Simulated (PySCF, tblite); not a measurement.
**CH₉N₂SeSi₂ radical: geometry, infrared bands and EPR parameters**

What infrared bands and EPR parameters should CH₉N₂SeSi₂ radical (`[CH2]N[Si@@H]([SeH])[SiH2]N`) show?

Computed with tblite 0.8.0 and PySCF 2.14.0, with density-fitted response routines of our own, on a single molecule in the gas phase. Atoms count from 0, in the outputs and in this text.

## Step 1: The molecule as given

15 atoms, charge 0, multiplicity 2; geometry from: force field or distance geometry start.

Bonds of the start (Å): C0–N1 1.44, N1–Si2 1.79, Si2–Se3 2.28, Si2–Si4 2.22, Si4–N5 1.78, C0–H6 1.12, C0–H7 1.11, N1–H8 1.06, Si2–H9 1.48, Se3–H10 1.53, Si4–H11 1.47, Si4–H12 1.47, N5–H13 1.05, N5–H14 1.04.

## Step 2: Optimising the geometry with GFN2-xTB

The job: settings as JSON, then the geometry in Å.

```
{"job": {"kind": "relax", "xc": "GFN2-xTB", "basis": "xTB"}, "charge": 0, "multiplicity": 2}
C     -2.578400    -1.144900     0.174000
N     -1.138300    -1.170900     0.103200
Si    -0.552700     0.490700    -0.200100
Se    -1.106900     1.857300     1.541000
Si     1.655200     0.474800    -0.440400
N      2.407000    -0.139400     1.049300
H     -3.007000    -1.040200    -0.852600
H     -2.961800    -2.080600     0.625400
H     -0.780300    -1.430100     1.067200
H     -1.183200     1.006000    -1.431700
H     -0.421400     3.036000     0.858000
H      2.013400    -0.399100    -1.573200
H      2.122900     1.845700    -0.699200
H      3.444500    -0.182000     0.871800
H      2.082600    -1.115100     1.173200
```

Run with:

```console
> OMP_NUM_THREADS=1 python probes_run.py task.json out
```

This one command runs all jobs of the session in turn.

The log of the run:

```text
step      E/eV     max force
  0    -521.01284    2.598
  1    -521.33762    1.602
  2    -521.53077    0.688
  3    -521.59939    0.674
  4    -521.70207    0.764
  5    -521.74763    0.653
  6    -521.78287    0.516
  7    -521.80914    0.451
  8    -521.83079    0.460
  9    -521.84718    0.425
 10    -521.86104    0.296
 11    -521.87116    0.304
 12    -521.88010    0.276
 13    -521.88783    0.254
 14    -521.89218    0.145
 15    -521.89524    0.140
 16    -521.89801    0.183
 17    -521.90044    0.185
 18    -521.90258    0.117
 19    -521.90382    0.077
 20    -521.90472    0.090
 21    -521.90608    0.112
 22    -521.90780    0.114
 23    -521.90971    0.162
 24    -521.91172    0.166
 25    -521.91405    0.148
 26    -521.91655    0.136
 27    -521.91904    0.130
 28    -521.92153    0.140
 29    -521.92409    0.123
 30    -521.92653    0.134
 31    -521.92857    0.117
 32    -521.93016    0.111
 33    -521.93142    0.125
 34    -521.93195    0.242
 35    -521.93415    0.108
 36    -521.93620    0.101
 37    -521.93855    0.117
 38    -521.94053    0.116
 39    -521.94168    0.088
 40    -521.94290    0.077
 41    -521.94425    0.078
 42    -521.94541    0.083
 43    -521.94606    0.066
 44    -521.94668    0.061
 45    -521.94752    0.064
 46    -521.94819    0.073
 47    -521.94944    0.103
 48    -521.95077    0.131
 49    -521.95224    0.100
 50    -521.95390    0.123
 51    -521.95534    0.074
 52    -521.95606    0.068
 53    -521.95664    0.080
 54    -521.95765    0.106
 55    -521.95933    0.117
 56    -521.96150    0.121
 57    -521.96342    0.133
 58    -521.96501    0.142
 59    -521.96672    0.176
 60    -521.96868    0.170
 61    -521.97161    0.157
 62    -521.97468    0.118
 63    -521.97660    0.295
 64    -521.97882    0.138
 65    -521.98092    0.232
 66    -521.98177    0.118
 67    -521.98277    0.091
 68    -521.98441    0.075
 69    -521.98593    0.099
 70    -521.98703    0.128
 71    -521.98770    0.082
 72    -521.98824    0.074
 73    -521.98881    0.075
 74    -521.98922    0.054
 75    -521.98951    0.035
 76    -521.98976    0.030
 77    -521.98997    0.041
 78    -521.99018    0.040
 79    -521.99037    0.059
 80    -521.99056    0.032
 81    -521.99073    0.024
 82    -521.99089    0.021
 83    -521.99100    0.031
 84    -521.99116    0.035
 85    -521.99133    0.032
 86    -521.99149    0.028
 87    -521.99160    0.023
 88    -521.99168    0.022
 89    -521.99179    0.032
 90    -521.99199    0.044
 91    -521.99228    0.058
 92    -521.99255    0.039
 93    -521.99271    0.038
 94    -521.99281    0.027
 95    -521.99290    0.029
 96    -521.99302    0.032
 97    -521.99317    0.043
 98    -521.99337    0.042
 99    -521.99360    0.040
100    -521.99382    0.036
101    -521.99394    0.029
102    -521.99400    0.022
103    -521.99405    0.022
104    -521.99413    0.022
105    -521.99422    0.030
106    -521.99434    0.038
107    -521.99450    0.038
108    -521.99467    0.037
109    -521.99482    0.027
110    -521.99492    0.024
111    -521.99499    0.025
112    -521.99510    0.030
113    -521.99530    0.037
114    -521.99556    0.032
115    -521.99576    0.030
116    -521.99586    0.026
117    -521.99593    0.021
118    -521.99602    0.024
119    -521.99619    0.031
120    -521.99650    0.039
121    -521.99708    0.053
122    -521.99786    0.071
123    -521.99213    0.370
124    -521.99827    0.080
125    -521.99848    0.068
126    -521.99898    0.045
127    -521.99924    0.128
128    -521.99983    0.037
129    -522.00010    0.037
130    -522.00146    0.088
131    -522.00222    0.051
132    -522.00348    0.096
133    -522.00485    0.066
134    -522.00567    0.089
135    -522.00629    0.093
136    -522.00675    0.091
137    -522.00747    0.081
138    -522.00874    0.110
139    -522.01053    0.109
140    -522.01184    0.115
141    -522.01307    0.102
142    -522.01392    0.138
143    -522.01494    0.153
144    -522.01513    0.150
145    -522.01625    0.116
146    -522.01593    0.191
147    -522.01747    0.068
148    -522.01800    0.094
149    -522.01874    0.092
150    -522.01917    0.076
151    -522.01956    0.074
152    -522.01991    0.080
153    -522.01988    0.158
154    -522.02064    0.095
155    -522.02091    0.051
156    -522.02123    0.037
157    -522.02139    0.030
158    -522.02168    0.037
159    -522.02217    0.058
160    -522.02293    0.128
161    -522.02319    0.091
162    -522.02374    0.153
163    -522.02464    0.117
164    -522.02545    0.084
165    -522.02688    0.107
166    -522.02841    0.103
167    -522.02964    0.108
168    -522.03050    0.100
169    -522.03178    0.127
170    -522.03276    0.063
171    -522.03308    0.093
172    -522.03371    0.037
173    -522.03392    0.051
174    -522.03406    0.032
175    -522.03427    0.039
176    -522.03460    0.057
177    -522.03498    0.058
178    -522.03544    0.062
179    -522.03612    0.072
180    -522.03729    0.099
181    -522.03930    0.122
182    -522.04047    0.217
183    -522.04111    0.145
184    -522.04299    0.161
185    -522.04359    0.085
186    -522.04436    0.051
187    -522.04560    0.081
188    -522.04596    0.047
189    -522.04639    0.048
190    -522.04665    0.042
191    -522.04692    0.041
192    -522.04765    0.046
193    -522.04843    0.052
194    -522.04971    0.068
195    -522.05128    0.081
196    -522.05254    0.136
197    -522.05393    0.177
198    -522.05554    0.199
199    -522.05683    0.116
200    -522.05753    0.067
201    -522.05805    0.067
202    -522.05853    0.059
203    -522.05897    0.083
204    -522.05940    0.069
205    -522.05996    0.055
206    -522.06071    0.063
207    -522.06116    0.073
208    -522.06160    0.053
209    -522.06203    0.049
210    -522.06223    0.036
211    -522.06234    0.036
212    -522.06239    0.015
213    -522.06243    0.018
214    -522.06247    0.020
215    -522.06249    0.018
216    -522.06250    0.013
217    -522.06252    0.007
```

Run time: 1.4 s. Hardware: 1 thread of Arm Neoverse V2, shared host.

Step by step: (not every step is listed)

```tsv
step	energy from step 0 (eV)	largest force (eV/Å)
0	0.0000	2.5983
1	-0.3248	1.6025
2	-0.5179	0.6878
3	-0.5865	0.6739
4	-0.6892	0.7644
5	-0.7348	0.6532
6	-0.7700	0.5164
7	-0.7963	0.4507
8	-0.8179	0.4599
28	-0.9087	0.1398
48	-0.9379	0.1306
68	-0.9716	0.0751
88	-0.9788	0.0218
108	-0.9818	0.0369
128	-0.9870	0.0373
148	-1.0052	0.0936
168	-1.0177	0.1004
188	-1.0331	0.0470
208	-1.0488	0.0530
212	-1.0496	0.0149
213	-1.0496	0.0182
214	-1.0496	0.0197
215	-1.0497	0.0181
216	-1.0497	0.0133
217	-1.0497	0.0073
```

Distances of close pairs at the start and the end, largest changes first:

```tsv
bond	before (Å)	after (Å)	change (Å)
Se3–H10	1.525	1.433	-0.092
Si2–Si4	2.221	2.304	+0.083
C0–N1	1.442	1.362	-0.080
Si2–Se3	2.282	2.353	+0.071
Si4–N5	1.778	1.719	-0.059
N1–Si2	1.788	1.733	-0.055
N1–H8	1.060	1.008	-0.053
C0–H6	1.117	1.070	-0.047
```

The final coordinates are the input of the step that follows.

## Step 3: Harmonic vibrations with GFN2-xTB

The job: settings as JSON, then the geometry in Å.

```
{"job": {"kind": "ir", "xc": "GFN2-xTB", "basis": "xTB"}, "charge": 0, "multiplicity": 2}
C     -2.698898    -1.224941    -0.105782
N     -1.378487    -1.057543    -0.396683
Si    -0.499919     0.427435    -0.237609
Se    -1.164976     1.266093     1.857491
Si     1.750715    -0.006749    -0.469582
N      2.490593     0.799448     0.856644
H     -3.269534    -0.362089     0.168778
H     -3.126912    -2.205231    -0.079700
H     -0.892854    -1.915091    -0.607758
H     -1.140404     1.392795    -1.148722
H     -0.058107     2.169657     1.960747
H      2.042665    -1.450779    -0.572895
H      2.330340     0.635083    -1.647977
H      3.494377     0.868840     0.904079
H      2.116987     0.671062     1.784813
```

The log of the run:

```text
mode    cm-1     km/mol
  1      27.2      0.82
  2      63.1      0.62
  3      70.2      2.12
  4     105.2      6.22
  5     147.8     13.65
  6     174.3      2.36
  7     178.7      7.47
  8     208.0      1.33
  9     257.5      7.17
 10     262.6     29.92
 11     288.7     83.86
 12     309.6      5.64
 13     436.5     17.90
 14     483.4     12.54
 15     507.1    125.45
 16     530.5    114.69
 17     558.3     48.04
 18     571.5     27.03
 19     633.6    465.27
 20     668.8    147.35
 21     689.6     76.77
 22     781.5     60.45
 23     809.2     93.52
 24     833.1    353.79
 25     904.0    110.51
 26    1025.1     12.62
 27    1271.3     14.76
 28    1331.1     14.91
 29    1418.9      2.50
 30    1521.8     57.55
 31    2099.8    270.39
 32    2117.5    291.50
 33    2132.2    378.63
 34    2260.0    318.67
 35    3144.7      6.83
 36    3193.7     40.19
 37    3448.5      4.93
 38    3457.1      4.55
 39    3494.0      1.09
```

Run time: 0.48 s. Hardware: 1 thread of Arm Neoverse V2, shared host.

The strongest bands and the atoms that carry them (share of the mass-weighted mode):

```tsv
cm⁻¹	km/mol	atoms
507	125.5	H8 36 %, H6 22 %, H10 18 %
634	465.3	H9 57 %, Si2 11 %
669	147.3	H9 83 %
833	353.8	H13 24 %, H14 23 %, H11 19 %, H12 14 %
2100	270.4	H10 91 %
2118	291.5	H11 78 %, H9 10 %
2132	378.6	H9 85 %, H11 12 %
2260	318.7	H12 96 %
```

## Step 4: EPR parameters: B3LYP/def2-TZVP-core+pcH-1

The job, as its differences from that of step 3:

```diff
@@ -1,2 +1,2 @@
-{"job": {"kind": "ir", "xc": "GFN2-xTB", "basis": "xTB"}, "charge": 0, "multiplicity": 2}
+{"job": {"kind": "epr", "basis": "pcH-1"}, "charge": 0, "multiplicity": 2}
 C     -2.698898    -1.224941    -0.105782
```

Level: UKS B3LYP, def2-TZVP-core on Se, pcH-1 on C H N Si, non-relativistic, mean-field spin-orbit, GIAO.

The log of the run:

```text
UKS, coarse grid
  cycle   1  E = -3133.57235191  |g| = 1.49e+00
  cycle   2  E = -3133.50302454  |g| = 7.43e-01
  cycle   3  E = -3133.57072286  |g| = 5.08e-01
  cycle   4  E = -3133.66972723  |g| = 7.53e-02
  cycle   5  E = -3133.67088676  |g| = 2.02e-02
  cycle   6  E = -3133.67102706  |g| = 8.21e-03
  cycle   7  E = -3133.67105837  |g| = 2.08e-03
  cycle   8  E = -3133.67105962  |g| = 1.04e-03
  cycle   9  E = -3133.67106269  |g| = 7.41e-04
UKS, final grid
  cycle   1  E = -3133.67104715  |g| = 8.14e-04
  cycle   2  E = -3133.67104664  |g| = 1.36e-03
  cycle   3  E = -3133.67104746  |g| = 8.42e-05
  cycle   4  E = -3133.67104746  |g| = 2.65e-05
E = -3133.67104746 Eh   <S^2> = 0.7535 (exact 0.7500)
g shifts (ppm)      1          2          3
  rmc          -159       -159       -159
  gc             40         -2         28
  oz_so       -2470        282       1434
  total       -2589        122       1304
hyperfine (MHz)  atom isotope    a_iso     a_fc   dipolar eigenvalues
    0   13C      68.76      68.80    -68.17    -67.29    135.46
    1   14N       2.52       2.54     -9.32     -8.48     17.80
    2  29Si      -6.27      -6.30     -8.39      4.00      4.39
    3  77Se       1.64       2.41    -16.17    -15.11     31.28
    4  29Si       3.33       3.34     -0.79      0.10      0.68
    5   14N      -0.11      -0.11     -0.10     -0.02      0.12
    6    1H     -55.76     -55.76    -33.20      1.11     32.09
    7    1H     -55.34     -55.36    -33.64      1.24     32.39
    8    1H     -11.50     -11.52    -10.13     -4.80     14.94
    9    1H      15.56      15.57     -2.05     -1.98      4.03
   10    1H      -1.51      -1.57     -1.44     -0.57      2.00
   11    1H      -0.22      -0.22     -1.05     -0.85      1.90
   12    1H       5.25       5.25     -0.73     -0.54      1.28
   13    1H      -0.55      -0.55     -0.37     -0.35      0.73
   14    1H      -0.04      -0.04     -0.66     -0.52      1.18
```

Run time: 3.1 min. Hardware: 1 thread of Arm Neoverse V2, shared host; peak memory 1.4 GiB.

Principal g values 1.99973, 2.00244, 2.00362; g(iso) = 2.00193, against 2.00232 for a free electron.

Hyperfine couplings; where a row names several nuclei, a(iso) is their mean (it holds for fast rotation or exchange) and the dipolar term the largest among them:

```tsv
nuclei	isotope	a(iso) (MHz)	a(iso) (G, at g = 2.0023)	largest dipolar term (MHz)
C0	13C	68.8	24.5	135.5
H6, H7	1H	-55.6	-19.8	-33.6
H9	1H	15.6	5.6	4.0
H8	1H	-11.5	-4.1	14.9
Si2	29Si	-6.3	-2.2	-8.4
H12	1H	5.3	1.9	1.3
Si4	29Si	3.3	1.2	-0.8
N1	14N	2.5	0.9	17.8
Se3	77Se	1.6	0.6	31.3
H10	1H	-1.5	-0.5	2.0
H13, H14	1H	-0.3	-0.1	1.2
H11	1H	-0.2	-0.1	1.9
N5	14N	-0.1	0.0	0.1
```

Mulliken spin populations:

C0 0.87; N1 0.12; Si2 0.06; Se3 0.03; Si4 0.00; N5 0.00; H6 -0.04; H7 -0.04; H8 -0.01; H9 0.01; H10 0.00; H11 0.00; H12 0.00; H13 0.00; H14 0.00

In first order the couplings over 0.8 MHz of 1H, 14N give 144 distinct lines over 53.5 G, if the averaged nuclei exchange fast; the same motion can average rows kept apart here too.

The fields below are evaluated on a grid from the run's orbitals.

ELF in a plane through or near 7 of the atoms.

Values, 10 rows by 14 columns:
```
0.00 0.00 0.00 0.00 0.00 0.00 0.00 0.00 0.00 0.00 0.00 0.00 0.00 0.00
0.00 0.00 0.00 0.00 0.00 0.02 0.05 0.25 0.43 0.13 0.00 0.00 0.00 0.00
0.00 0.00 0.00 0.00 0.00 0.87 0.93 0.52 0.85 0.68 0.01 0.00 0.00 0.00
0.00 0.00 0.00 0.03 0.07 0.10 0.75 0.64 0.25 0.35 0.02 0.04 0.00 0.00
0.00 0.00 0.30 0.55 0.82 0.17 0.14 0.74 0.25 0.06 0.95 0.66 0.01 0.00
0.00 0.00 0.93 0.98 0.46 0.49 0.73 0.33 0.85 0.79 0.51 0.62 0.09 0.00
0.00 0.00 0.02 0.05 0.26 0.13 0.57 0.03 0.86 0.78 0.43 0.93 0.29 0.00
0.00 0.00 0.00 0.01 0.34 1.00 0.99 0.01 0.61 0.52 0.00 0.02 0.00 0.00
0.00 0.00 0.00 0.00 0.06 0.75 0.63 0.01 0.00 0.00 0.00 0.00 0.00 0.00
0.00 0.00 0.00 0.00 0.00 0.00 0.00 0.00 0.00 0.00 0.00 0.00 0.00 0.00
```
The map spans 12.5 Å across and 10.6 Å up, centred on the molecule. Atoms in the plane (x, y in Å): C0 (3.0, -0.2), N1 (1.7, -0.7), Se3 (0.5, 2.3), N5 (-2.7, 0.2), H8 (1.5, -1.6), H10 (-0.8, 2.7), H13 (-3.6, 0.0).

log10 of the density (e/Å³) in the same plane.

Ten even steps from ' ' (-4.0) to '@' (1.6):
```
                            ......                      
                      ....::::::::::..                  
                  ..::::----====----::....              
                ..::--====++++++++==--::..              
                ..--==++**********++==--::..            
            ....::--==**####@@@@##**++--::....          
        ..::--------==++****@@@@##**++------::..        
      ..::--==++++++====++********++====++====--..      
      ::==++****##**++==++++****++++++******++--::      
    ..--==**####@@##**++++++**********####**++==--..    
    ..--++**####%%##**++++++++****######@@##**++--..    
      ::==++++************++++**##%%########**++--::    
      ..::--====++********++==++######++++**++==--..    
        ..::----==**####**++====******========--::      
          ..::--==++****++==----======--::::::....      
            ..::--========--::::::::::..                
              ..::--------::....                        
                ....::::....                            
                                                        
                                                        
```
The map spans 12.5 Å across and 10.6 Å up, centred on the molecule. Atoms in the plane (x, y in Å): C0 (3.0, -0.2), N1 (1.7, -0.7), Se3 (0.5, 2.3), N5 (-2.7, 0.2), H8 (1.5, -1.6), H10 (-0.8, 2.7), H13 (-3.6, 0.0).

On the surface of density 0.002 e/bohr³ the electrostatic potential runs, from the 1st to the 99th percentile, from -0.95 V near N5 to 1.84 V near H8.

The spin density lies nearest to C0 53 %; N1 15 %; H6, H7 about 9 % each.

## Step 5: Results

| quantity | value |
| --- | --- |
| strongest single infrared mode (GFN2-xTB) | 634 cm⁻¹, 465 km/mol |
| zero-point energy (GFN2-xTB) | 60.6 kcal/mol |
| g(iso) (B3LYP) | 2.00193 |
| ⟨S²⟩ | 0.753 (exact 0.75) |
| largest a(iso) (averaged by class) | 13C on C0, 68.8 MHz |
| potential on the surface of density 0.002 e/bohr³, 1st and 99th percentile | -0.95 V and 1.84 V |

**Reading.** The optimisation took 217 steps and gained 1.050 eV; among the close pairs (by a distance rule), Se3–H10 changed most, from 1.525 to 1.433 Å. All 39 modes are real, so the xTB geometry is a minimum. The strongest single mode, at 634 cm⁻¹, moves mainly H9. GFN2-xTB is a fitted tight-binding method: band positions and strengths are rough. Its intensities can rank the bands wrongly. C0 carries the largest spin population, 0.87 e. The isotropic g lies 0.4 ppt below the free-electron value. The hyperfine terms hold no scalar relativity, which the heavier nuclei need. These values are for one conformer; the search (at its own cheap level) found 2 more, at 0.20, 0.30 kcal/mol, and measured spectra average over such forms.
